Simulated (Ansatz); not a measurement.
A run of Ansatz 0.2.0 is set up as follows.

The input input.yaml:

```yaml
crystal:
  lattice:
    - [4.05435874, 0.0, 0.0]
    - [-2.02717937, 3.51117767, 0.0]
    - [0.0, 0.0, 5.56227009]
  atoms:
    - { symbol: Nb, position: [-0.003833, -0.005616, 0.010491] }
    - { symbol: Nb, position: [-0.006279, -0.012075, 0.505557] }
    - { symbol: Sn, position: [0.335113, 0.663588, 0.248761] }
    - { symbol: Sn, position: [0.657899, 0.324795, 0.753196] }
kpoints:
  mp_grid: { grid: [8, 8, 5] }
scf:
  occupations: { method: fermi_dirac, width: 0.05 }
hamiltonian:
  xc: pbe
  pseudopotentials: { kind: all_electron, lapw: { basis_error: 0.001 } }
output:
  forces: true
  stress: true
  eigenvalues: true
  populations: true
```

Potentials or basis: all-electron LAPW, scalar-relativistic.

Launch:

```console
$ ansatz run input.yaml --threads 2 --pin off --max-ram 6144MiB --backend cpu --events-out ev --progress --plain --runs-dir out
```

Question: Predict the pressure.

Answer: 27.3 GPa.

Question: What does it give for the largest force?

Answer: 0.674 eV/Å.

Forces in eV/Å, atoms in the order of the input:
```
Nb   0.051 -0.012 -0.588
Nb  -0.021  0.288 -0.182
Sn  -0.268 -0.278  0.553
Sn   0.238  0.002  0.217
```
